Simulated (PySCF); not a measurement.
# C3H10Al−: NMR shifts and electronic excitations in gas and solvents

Aim: compute the NMR shifts and electronic excitations of C3H10Al− (`CC[CH2][AlH3-]`), and see what a dielectric continuum does where one was used.

Computed with PySCF 2.14.0, with density-fitted response routines of our own, on a single molecule, in the gas phase or a continuum. Atoms are numbered from 0 throughout.

**1. The molecule as given**

14 atoms, charge -1, multiplicity 1; geometry from: GFN2-xTB.

Bonds of the start (Å): C0–C1 1.52, C1–C2 1.53, C2–Al3 2.07, C0–H4 1.09, C0–H5 1.09, C0–H6 1.09, C1–H7 1.11, C1–H8 1.10, C2–H9 1.11, C2–H10 1.11, Al3–H11 1.63, Al3–H12 1.62, Al3–H13 1.62.

**2. Relaxing the molecule at PBE0-D3(BJ)/def2-SVP**

Job settings and geometry (Å):

```
{"job": {"xc": "PBE0", "basis": "def2-SVP", "d3": "d3bj", "grid": 1, "kind": "geom"}, "charge": -1, "multiplicity": 1}
C     -1.561839     0.089401    -0.160139
C     -0.846730    -0.318853     1.119107
C      0.532185     0.341086     1.187940
Al     1.739137    -0.087706    -0.434497
H     -1.745251     1.163364    -0.165579
H     -2.515442    -0.431071    -0.278966
H     -0.910305    -0.146298    -0.999268
H     -1.478054    -0.068416     1.990885
H     -0.718203    -1.406348     1.116045
H      1.001466     0.033815     2.141501
H      0.374230     1.428838     1.309150
H      1.330523    -1.539594    -1.039732
H      1.516801     1.043313    -1.579652
H      3.280804    -0.102003     0.051063
```

Log:

```text
step   0  E = -362.35937216  max force = 0.011280
step   1  E = -362.36165568  max force = 0.002135
step   2  E = -362.36185692  max force = 0.001733
step   3  E = -362.36193992  max force = 0.000556
step   4  E = -362.36200194  max force = 0.000893
step   5  E = -362.36207501  max force = 0.001783
step   6  E = -362.36213995  max force = 0.001930
step   7  E = -362.36219191  max force = 0.001209
step   8  E = -362.36223519  max force = 0.000579
step   9  E = -362.36228631  max force = 0.001050
step  10  E = -362.36233940  max force = 0.001651
step  11  E = -362.36236810  max force = 0.001144
step  12  E = -362.36237795  max force = 0.000311
optimisation converged
```

Wall time 62 s (1 thread, shared host).

Step by step:

| step | energy from step 0 (eV) | largest force component (eV/Å) |
| --- | --- | --- |
| 0 | 0.0000 | 0.5800 |
| 1 | -0.0621 | 0.1098 |
| 2 | -0.0676 | 0.0891 |
| 3 | -0.0699 | 0.0286 |
| 4 | -0.0716 | 0.0459 |
| 5 | -0.0735 | 0.0917 |
| 6 | -0.0753 | 0.0992 |
| 7 | -0.0767 | 0.0622 |
| 8 | -0.0779 | 0.0298 |
| 9 | -0.0793 | 0.0540 |
| 10 | -0.0807 | 0.0849 |
| 11 | -0.0815 | 0.0588 |
| 12 | -0.0818 | 0.0160 |

Distances of close pairs at the start and the end, largest changes first:

| bond | before (Å) | after (Å) | change (Å) |
| --- | --- | --- | --- |
| Al3–H13 | 1.616 | 1.651 | +0.035 |
| Al3–H11 | 1.625 | 1.654 | +0.028 |
| Al3–H12 | 1.625 | 1.653 | +0.028 |
| C2–Al3 | 2.067 | 2.042 | -0.025 |
| C0–H4 | 1.090 | 1.104 | +0.015 |
| C0–H6 | 1.088 | 1.102 | +0.014 |
| C0–H5 | 1.093 | 1.105 | +0.012 |
| C1–H8 | 1.095 | 1.107 | +0.012 |

The next job starts from the end point, and lists it.

```csv
at the end point,value
point group (found at 0.08 Å tolerance),C1
"rotational constants (GHz, main isotopes)","10.027, 2.823, 2.469"
```

**3. Nuclear shieldings: PBE0/pcSseg-1 in chloroform**

Job settings and geometry (Å):

```
{"job": {"kind": "nmr", "xc": "PBE0", "basis": "pcSseg-1", "solvent": "chloroform", "pop": true}, "charge": -1, "multiplicity": 1}
C     -1.659170     0.254484    -0.151729
C     -0.885529    -0.341202     1.017915
C      0.524129     0.230674     1.161118
Al     1.840026    -0.146134    -0.354710
H     -1.773347     1.345985    -0.031385
H     -2.670133    -0.179118    -0.251641
H     -1.116129     0.096928    -1.097357
H     -1.491765    -0.204803     1.940476
H     -0.820652    -1.436214     0.871285
H      0.987730    -0.174930     2.082362
H      0.458621     1.325322     1.332266
H      1.843621    -1.773499    -0.648593
H      1.422584     0.653990    -1.739394
H      3.339800     0.347887     0.127053
```

Method: GIAO PBE0/pcSseg-1 NMR shielding, non-relativistic, IEF-PCM chloroform.

Log:

```text
coarse grid: 11088 points
cycle   1  E = -362.4733896368  dE = -2.727e-01  |g| = 4.471e-01  |ddm| = 2.997e+00
cycle   2  E = -362.4571686605  dE =  1.622e-02  |g| = 5.382e-01  |ddm| = 1.119e+00
cycle   3  E = -362.5379059193  dE = -8.074e-02  |g| = 3.910e-02  |ddm| = 5.953e-01
cycle   4  E = -362.5383307919  dE = -4.249e-04  |g| = 1.539e-02  |ddm| = 5.968e-02
cycle   5  E = -362.5383863042  dE = -5.551e-05  |g| = 4.592e-03  |ddm| = 1.561e-02
cycle   6  E = -362.5383915127  dE = -5.208e-06  |g| = 8.541e-04  |ddm| = 4.839e-03
final grid: 99240 points
cycle   7  E = -362.5622857765  dE = -1.580e-05  |g| = 6.486e-03  |ddm| = 1.747e-02
cycle   8  E = -362.5622796615  dE =  6.115e-06  |g| = 8.097e-03  |ddm| = 1.256e-02
cycle   9  E = -362.5622970380  dE = -1.738e-05  |g| = 3.067e-04  |ddm| = 7.060e-03
cycle  10  E = -362.5622970556  dE = -1.758e-08  |g| = 1.268e-04  |ddm| = 3.297e-04
cycle  11  E = -362.5622970596  dE = -3.962e-09  |g| = 2.204e-05  |ddm| = 1.216e-04
cycle  12  E = -362.5622970597  dE = -1.094e-10  |g| = 4.193e-06  |ddm| = 3.035e-05
converged SCF energy = -362.5622970597

GIAO shielding tensors (ppm)
atom      isotropic    diamagn.    paramagn.     s11        s22        s33       span
  0 C      164.963     247.821     -82.858    152.718    160.061    182.111     29.393
  1 C      158.960     243.870     -84.910    153.183    155.650    168.048     14.864
  2 C      173.786     246.339     -72.554    155.726    172.418    193.214     37.488
  3 Al     456.999     794.361    -337.362    431.747    447.417    491.832     60.085
  4 H       30.637      30.126       0.511     27.169     28.676     36.066      8.897
  5 H       30.283      28.984       1.299     26.083     27.524     37.242     11.159
  6 H       29.922      30.716      -0.793     25.336     29.762     34.669      9.333
  7 H       29.522      29.356       0.166     23.974     28.452     36.141     12.167
  8 H       29.927      30.459      -0.532     25.974     28.744     35.064      9.091
  9 H       31.306      30.311       0.994     26.532     29.648     37.737     11.205
 10 H       31.718      30.775       0.943     27.840     30.569     36.747      8.907
 11 H       28.143      29.747      -1.604     25.889     26.675     31.865      5.976
 12 H       27.900      29.688      -1.788     25.132     27.217     31.351      6.219
 13 H       28.140      29.631      -1.490     25.707     26.412     32.302      6.595
```

It took 15 s on 1 thread, shared host.

The references, computed at this level on geometries of the same kind, shield at (ppm): 1H TMS 31.25, 13C TMS 185.2, 27Al AlH4- 481.4. Their shielding less the atom's gives the shift. The references are single molecules in the same continuum. Shifts against hydride references such as AlH4− lie on their own scale. Atoms listed in one row are averaged.

```csv
atoms,environment,σ (ppm),δ (ppm)
C1,sp3 CH2,159.0,26.2
C0,methyl carbon,165.0,20.2
C2,sp3 CH2 bonded to Al,173.8,11.4
"H11, H12, H13",hydrogen on an aluminium bonded to C,28.06,3.19
"H7, H8",hydrogen on an sp3 CH2,29.72,1.52
"H4, H5, H6",hydrogen on a methyl carbon,30.28,0.97
"H9, H10",hydrogen on an sp3 CH2 bonded to Al,31.51,-0.26
Al3,"aluminium bonded to C, 3 H",457.0,24.4
```

Charges from the same density, by scheme (e):

| atoms | Mulliken | IAO | Hirshfeld | ESP fit |
| --- | --- | --- | --- | --- |
| C0 | -0.31 | -0.40 | -0.12 | -0.34 |
| C1 | -0.26 | -0.23 | -0.08 | 0.34 |
| C2 | -0.60 | -0.59 | -0.23 | -0.34 |
| Al3 | 0.63 | 0.26 | 0.12 | 0.60 |

Mayer bond orders: C0–C1 1.05, C1–C2 1.03, C2–Al3 0.76.

**4. NMR shieldings: PBE0/pcSseg-1 in tetrahydrofuran**

Same as in step 3 but for these lines:

```diff
@@ -1,2 +1,2 @@
-{"job": {"kind": "nmr", "xc": "PBE0", "basis": "pcSseg-1", "solvent": "chloroform", "pop": true}, "charge": -1, "multiplicity": 1}
+{"job": {"kind": "nmr", "xc": "PBE0", "basis": "pcSseg-1", "solvent": "tetrahydrofuran", "pop": false}, "charge": -1, "multiplicity": 1}
 C     -1.659170     0.254484    -0.151729
```

With the program's defaults for keys left out, this is: GIAO PBE0/pcSseg-1 NMR shielding, non-relativistic, IEF-PCM tetrahydrofuran.

Log:

```text
coarse grid: 11088 points
cycle   1  E = -362.4812700440  dE = -2.805e-01  |g| = 4.449e-01  |ddm| = 2.997e+00
cycle   2  E = -362.4656671901  dE =  1.560e-02  |g| = 5.339e-01  |ddm| = 1.104e+00
cycle   3  E = -362.5450358617  dE = -7.937e-02  |g| = 3.842e-02  |ddm| = 5.853e-01
cycle   4  E = -362.5454443515  dE = -4.085e-04  |g| = 1.535e-02  |ddm| = 5.909e-02
cycle   5  E = -362.5454994775  dE = -5.513e-05  |g| = 4.567e-03  |ddm| = 1.548e-02
cycle   6  E = -362.5455046833  dE = -5.206e-06  |g| = 8.352e-04  |ddm| = 4.913e-03
final grid: 99240 points
cycle   7  E = -362.5693974076  dE = -1.581e-05  |g| = 6.467e-03  |ddm| = 1.747e-02
cycle   8  E = -362.5693914506  dE =  5.957e-06  |g| = 8.048e-03  |ddm| = 1.247e-02
cycle   9  E = -362.5694086108  dE = -1.716e-05  |g| = 3.040e-04  |ddm| = 6.981e-03
cycle  10  E = -362.5694086280  dE = -1.711e-08  |g| = 1.265e-04  |ddm| = 3.249e-04
cycle  11  E = -362.5694086319  dE = -3.950e-09  |g| = 2.180e-05  |ddm| = 1.220e-04
cycle  12  E = -362.5694086320  dE = -1.066e-10  |g| = 4.093e-06  |ddm| = 3.012e-05
converged SCF energy = -362.5694086320

GIAO shielding tensors (ppm)
atom      isotropic    diamagn.    paramagn.     s11        s22        s33       span
  0 C      165.008     247.901     -82.893    152.851    159.953    182.219     29.369
  1 C      159.162     243.926     -84.764    153.609    155.790    168.086     14.476
  2 C      174.025     246.457     -72.431    155.919    172.583    193.573     37.654
  3 Al     456.664     794.376    -337.713    431.270    446.811    491.910     60.640
  4 H       30.607      30.087       0.520     27.134     28.625     36.060      8.926
  5 H       30.214      28.914       1.300     25.998     27.430     37.213     11.215
  6 H       29.987      30.773      -0.785     25.416     29.828     34.718      9.301
  7 H       29.490      29.304       0.186     23.943     28.395     36.133     12.191
  8 H       29.939      30.461      -0.522     25.961     28.756     35.101      9.140
  9 H       31.285      30.278       1.007     26.494     29.619     37.741     11.247
 10 H       31.693      30.739       0.954     27.806     30.518     36.754      8.948
 11 H       28.184      29.806      -1.622     25.944     26.704     31.903      5.958
 12 H       27.937      29.749      -1.813     25.174     27.247     31.389      6.215
 13 H       28.178      29.685      -1.507     25.758     26.438     32.340      6.581
```

Wall time 13 s (1 thread, shared host).

This run: δ C1 26.1, C0 20.3, C2 11.3, Al3 24.0, H11 3.14, H7 1.53 ppm (means over like atoms).

**5. Excited states and response: wB97X-D/def2-SVPD**

Same as in step 4 but for these lines:

```diff
@@ -1,2 +1,2 @@
-{"job": {"kind": "nmr", "xc": "PBE0", "basis": "pcSseg-1", "solvent": "tetrahydrofuran", "pop": false}, "charge": -1, "multiplicity": 1}
+{"job": {"kind": "uv", "xc": "wB97X-D", "basis": "def2-SVPD", "dynamic": true, "nstates": 6, "ntriplets": 0}, "charge": -1, "multiplicity": 1}
 C     -1.659170     0.254484    -0.151729
```

With the program's defaults for keys left out, this is: TDDFT wB97X-D/def2-SVPD, vertical, gas phase, core orbitals frozen in the response.

Log:

```text
coarse grid: 11088 points
cycle   1  E = -362.4913999860  dE = -1.684e-01  |g| = 3.541e-01  |ddm| = 3.940e+00
cycle   2  E = -362.5194196806  dE = -2.802e-02  |g| = 2.701e-01  |ddm| = 9.303e-01
cycle   3  E = -362.5388828596  dE = -1.946e-02  |g| = 3.380e-02  |ddm| = 4.133e-01
cycle   4  E = -362.5393044177  dE = -4.216e-04  |g| = 8.733e-03  |ddm| = 1.117e-01
cycle   5  E = -362.5393320884  dE = -2.767e-05  |g| = 3.415e-03  |ddm| = 2.868e-02
cycle   6  E = -362.5393358354  dE = -3.747e-06  |g| = 7.050e-04  |ddm| = 1.109e-02
final grid: 99240 points
cycle   7  E = -362.5936296063  dE = -7.196e-05  |g| = 2.665e-03  |ddm| = 9.294e-02
cycle   8  E = -362.5936315442  dE = -1.938e-06  |g| = 1.485e-03  |ddm| = 1.145e-02
cycle   9  E = -362.5936320840  dE = -5.398e-07  |g| = 4.161e-04  |ddm| = 3.044e-03
cycle  10  E = -362.5936321466  dE = -6.265e-08  |g| = 9.302e-05  |ddm| = 1.126e-03
cycle  11  E = -362.5936321503  dE = -3.638e-09  |g| = 2.786e-05  |ddm| = 3.226e-04
cycle  12  E = -362.5936321507  dE = -4.119e-10  |g| = 1.087e-05  |ddm| = 1.536e-04
converged SCF energy = -362.5936321507

Static polarisability (au): isotropic 88.289, principal 81.566 85.311 97.990

Singlet excitations
state   eV       nm        f      main configurations
  1   5.6698    218.7   0.00725   H->L 0.73, H->L+2 0.12, H->L+1 0.11
  2   5.9326    209.0   0.10145   H-1->L 0.67, H-2->L 0.23
  3   5.9754    207.5   0.10290   H-2->L 0.67, H-1->L 0.24
  4   6.3991    193.8   0.05998   H->L+1 0.58, H->L 0.17
  5   6.4981    190.8   0.00323   H-1->L+1 0.37, H-1->L+3 0.22, H-1->L+2 0.17
  6   6.5463    189.4   0.03581   H-2->L+2 0.24, H-2->L+1 0.23, H-2->L+3 0.20
```

Wall time 24 s (1 thread, shared host).

The orbitals next to the gap, with their largest atomic shares:

| orbital | eV | atoms |
| --- | --- | --- |
| HOMO−3 | -6.95 | C1 25 %, C2 23 %, H8 14 % |
| HOMO−2 | -4.34 | Al3 37 %, H13 33 %, H11 23 % |
| HOMO−1 | -4.28 | Al3 36 %, H12 34 %, H11 16 % |
| HOMO | -3.99 | C2 41 %, Al3 21 %, C1 9 % |
| LUMO | 5.24 | Al3 68 %, C0 4 %, H13 4 % |
| LUMO+1 | 5.90 | C0 24 %, Al3 17 %, H5 15 % |
| LUMO+2 | 6.42 | C2 13 %, Al3 12 %, H9 10 % |

With each of the 6 states as a Gaussian band of 0.4 eV half-width at 1/e, the curve within the window shown has maxima at 206 nm (ε 9,400) L/(mol cm). Beyond the last state computed it falls off for lack of states. The curve at chosen wavelengths:

```
 nm  ε (L/mol/cm)
181          1642
184          2642
186          3384
189          4523
191          5270
194          6364
196          7079
199          8101
201          8693
204          9305
206          9447
209          9176
211          8677
214          7549
216          6633
219          5184
221          4255
224          3021
226          2336
229          1527
231          1122
234           684
236           482
239           278
241           189
244           104
```

Ground-state properties from the same run:

```csv
property,computed
polarisability (Å³),13.08
HOMO–LUMO gap (eV),9.23
−ε(HOMO) (eV),3.99
C6 with itself (au),2488
```

**6. TDDFT and polarisability: wB97X-D/def2-SVPD in chloroform**

Same as in step 5 but for these lines:

```diff
@@ -1,2 +1,2 @@
-{"job": {"kind": "uv", "xc": "wB97X-D", "basis": "def2-SVPD", "dynamic": true, "nstates": 6, "ntriplets": 0}, "charge": -1, "multiplicity": 1}
+{"job": {"kind": "uv", "xc": "wB97X-D", "basis": "def2-SVPD", "solvent": "chloroform", "nstates": 6, "ntriplets": 0}, "charge": -1, "multiplicity": 1}
 C     -1.659170     0.254484    -0.151729
```

Method: TDDFT wB97X-D/def2-SVPD, vertical, IEF-PCM chloroform (non-equilibrium linear response), core orbitals frozen in the response.

Log:

```text
coarse grid: 11088 points
cycle   1  E = -362.5668176108  dE = -2.431e-01  |g| = 3.322e-01  |ddm| = 3.939e+00
cycle   2  E = -362.5902684805  dE = -2.345e-02  |g| = 2.443e-01  |ddm| = 8.045e-01
cycle   3  E = -362.6061119251  dE = -1.584e-02  |g| = 3.112e-02  |ddm| = 3.582e-01
cycle   4  E = -362.6064832826  dE = -3.714e-04  |g| = 7.330e-03  |ddm| = 8.544e-02
cycle   5  E = -362.6065039677  dE = -2.069e-05  |g| = 3.123e-03  |ddm| = 1.970e-02
cycle   6  E = -362.6065074474  dE = -3.480e-06  |g| = 6.361e-04  |ddm| = 7.590e-03
final grid: 99240 points
cycle   7  E = -362.6608477548  dE = -7.364e-05  |g| = 2.671e-03  |ddm| = 9.187e-02
cycle   8  E = -362.6608498262  dE = -2.071e-06  |g| = 1.477e-03  |ddm| = 1.111e-02
cycle   9  E = -362.6608503755  dE = -5.493e-07  |g| = 4.280e-04  |ddm| = 2.963e-03
cycle  10  E = -362.6608504506  dE = -7.507e-08  |g| = 8.399e-05  |ddm| = 1.242e-03
cycle  11  E = -362.6608504550  dE = -4.469e-09  |g| = 3.336e-05  |ddm| = 3.663e-04
cycle  12  E = -362.6608504557  dE = -6.870e-10  |g| = 1.295e-05  |ddm| = 1.717e-04
converged SCF energy = -362.6608504557

Static polarisability (au): isotropic 107.431, principal 101.953 105.733 114.606

Singlet excitations
state   eV       nm        f      main configurations
  1   6.2378    198.8   0.02822   H->L 0.60, H->L+1 0.32
  2   6.9014    179.7   0.04778   H->L+2 0.28, H->L+1 0.26, H->L+5 0.12
  3   6.9379    178.7   0.21675   H-1->L 0.72
  4   6.9807    177.6   0.23361   H-2->L 0.20, H->L+1 0.18, H->L 0.15
  5   6.9969    177.2   0.22089   H-2->L 0.51, H->L+2 0.23
  6   7.0681    175.4   0.08435   H-1->L+1 0.52, H-1->L 0.11
```

It took 24 s on 1 thread, shared host.

In short: HOMO -7.32 eV, LUMO 2.68 eV; lowest singlet 6.24 eV.

**7. Excited states and response: wB97X-D/def2-SVPD in tetrahydrofuran**

Same as in step 6 but for these lines:

```diff
@@ -1,2 +1,2 @@
-{"job": {"kind": "uv", "xc": "wB97X-D", "basis": "def2-SVPD", "solvent": "chloroform", "nstates": 6, "ntriplets": 0}, "charge": -1, "multiplicity": 1}
+{"job": {"kind": "uv", "xc": "wB97X-D", "basis": "def2-SVPD", "solvent": "tetrahydrofuran", "nstates": 6, "ntriplets": 0}, "charge": -1, "multiplicity": 1}
 C     -1.659170     0.254484    -0.151729
```

Method: TDDFT wB97X-D/def2-SVPD, vertical, IEF-PCM tetrahydrofuran (non-equilibrium linear response), core orbitals frozen in the response.

Log:

```text
coarse grid: 11088 points
cycle   1  E = -362.5745376558  dE = -2.508e-01  |g| = 3.302e-01  |ddm| = 3.939e+00
cycle   2  E = -362.5977264249  dE = -2.319e-02  |g| = 2.416e-01  |ddm| = 8.035e-01
cycle   3  E = -362.6132116016  dE = -1.549e-02  |g| = 3.094e-02  |ddm| = 3.536e-01
cycle   4  E = -362.6135850301  dE = -3.734e-04  |g| = 7.260e-03  |ddm| = 8.277e-02
cycle   5  E = -362.6136060535  dE = -2.102e-05  |g| = 3.140e-03  |ddm| = 1.914e-02
cycle   6  E = -362.6136097535  dE = -3.700e-06  |g| = 6.577e-04  |ddm| = 7.472e-03
final grid: 99240 points
cycle   7  E = -362.6679550106  dE = -7.391e-05  |g| = 2.678e-03  |ddm| = 9.179e-02
cycle   8  E = -362.6679571222  dE = -2.112e-06  |g| = 1.479e-03  |ddm| = 1.111e-02
cycle   9  E = -362.6679576784  dE = -5.562e-07  |g| = 4.313e-04  |ddm| = 2.978e-03
cycle  10  E = -362.6679577571  dE = -7.875e-08  |g| = 8.495e-05  |ddm| = 1.285e-03
cycle  11  E = -362.6679577621  dE = -4.992e-09  |g| = 3.508e-05  |ddm| = 3.902e-04
cycle  12  E = -362.6679577629  dE = -7.889e-10  |g| = 1.356e-05  |ddm| = 1.821e-04
converged SCF energy = -362.6679577629

Static polarisability (au): isotropic 111.439, principal 106.590 110.053 117.674

Singlet excitations
state   eV       nm        f      main configurations
  1   6.2851    197.3   0.03052   H->L 0.59, H->L+1 0.34
  2   6.9287    178.9   0.02264   H->L+2 0.46, H->L+1 0.17, H->L+5 0.13
  3   7.0154    176.7   0.25718   H->L+1 0.28, H->L 0.23, H->L+2 0.17
  4   7.0308    176.3   0.19815   H-1->L 0.60, H-1->L+1 0.09
  5   7.0804    175.1   0.18017   H-2->L 0.58
  6   7.1341    173.8   0.11388   H->L+3 0.26, H-1->L 0.26, H-1->L+1 0.17
```

Run time: 21 s. Hardware: 1 thread, shared host.

Key values: HOMO -7.65 eV, LUMO 2.41 eV; lowest singlet 6.29 eV.

**8. Run by run: NMR shifts**

Shifts (ppm) of some atoms, chosen among heavy atoms and hydrogens apart, means over like atoms, with basis size and wall time:

```
                             run    C1    C0    C2   H11    H4     H9   Al3  functions  time
     PBE0/pcSseg-1 in chloroform  26.2  20.2  11.4  3.19  0.97  -0.26  24.4        125  15 s
PBE0/pcSseg-1 in tetrahydrofuran  26.1  20.3  11.3  3.14  0.97  -0.24  24.0        125  13 s
```

The continuum's effect on the ground state:

```csv
solvent,ε,polarisation energy (Eh)
chloroform,4.71,-0.0695
tetrahydrofuran,7.43,-0.0771
```

**9. Run by run: electronic excitations**

Excitations and ground-state properties, with basis size and wall time:

```csv
run,lowest singlet (eV),brightest (eV),f,gap (eV),α (Å³),functions,time
wB97X-D/def2-SVPD,5.67,5.98,0.103,9.23,13.08,164,24 s
wB97X-D/def2-SVPD in chloroform,6.24,6.98,0.234,10.00,15.92,164,24 s
wB97X-D/def2-SVPD in tetrahydrofuran,6.29,7.02,0.257,10.07,16.51,164,21 s
```

The continuum's effect on the ground state:

```
        solvent     ε  polarisation energy (Eh)
     chloroform  4.71                   -0.0693
tetrahydrofuran  7.43                   -0.0770
```

**10. Summary of results**

| quantity | value |
| --- | --- |
| point group | C1 |
| rotational constants (main isotopes) | 10.03, 2.82, 2.47 GHz |
| 13C shifts against TMS (PBE0/pcSseg-1, chloroform) | 26.2, 20.2, 11.4 ppm |
| 1H shifts against TMS (PBE0/pcSseg-1, chloroform, means over atoms taken as alike) | 3.19, 1.52, 0.97, -0.26 ppm |
| 27Al shifts against AlH4- (PBE0/pcSseg-1, chloroform) | 24.4 ppm |
| lowest singlet (wB97X-D/def2-SVPD) | 5.67 eV (219 nm), f = 0.007 |
| brightest single state of those computed | state 3, 5.98 eV, f = 0.103 |
| range of the shift of Al3 | 24.0 to 24.4 ppm |
| range of the lowest singlet | 5.67 to 6.29 eV |

**Reading.** Relaxing lowered the energy by 0.082 eV in 12 steps; the close pair that moved most is Al3–H13, from 1.616 to 1.651 Å. At PBE0/pcSseg-1: The widest tensor belongs to Al3: span 60 ppm, with a paramagnetic part of -337 ppm. The first singlet state (HOMO→LUMO 0.73, HOMO→LUMO+2 0.12) lies at 5.67 eV and is weak; of the 6 states computed, the strongest absorption comes from state 3 at 5.98 eV. The lowest singlet lies above −ε(HOMO); no detachment energy was computed, so the anion's states may not be bound. Across the 2 runs the shift of Al3 moves most, between 24.0 (PBE0/pcSseg-1 in tetrahydrofuran) and 24.4 ppm (PBE0/pcSseg-1 in chloroform). The continuum holds electrostatics alone: no hydrogen bonds to the solvent, and the gas-phase geometry is kept. The lowest singlet runs from 5.67 eV (wB97X-D/def2-SVPD) to 6.29 eV (wB97X-D/def2-SVPD in tetrahydrofuran), while the orbital gap spans 9.23 to 10.07 eV. The lowest state need not be the same one in every run.
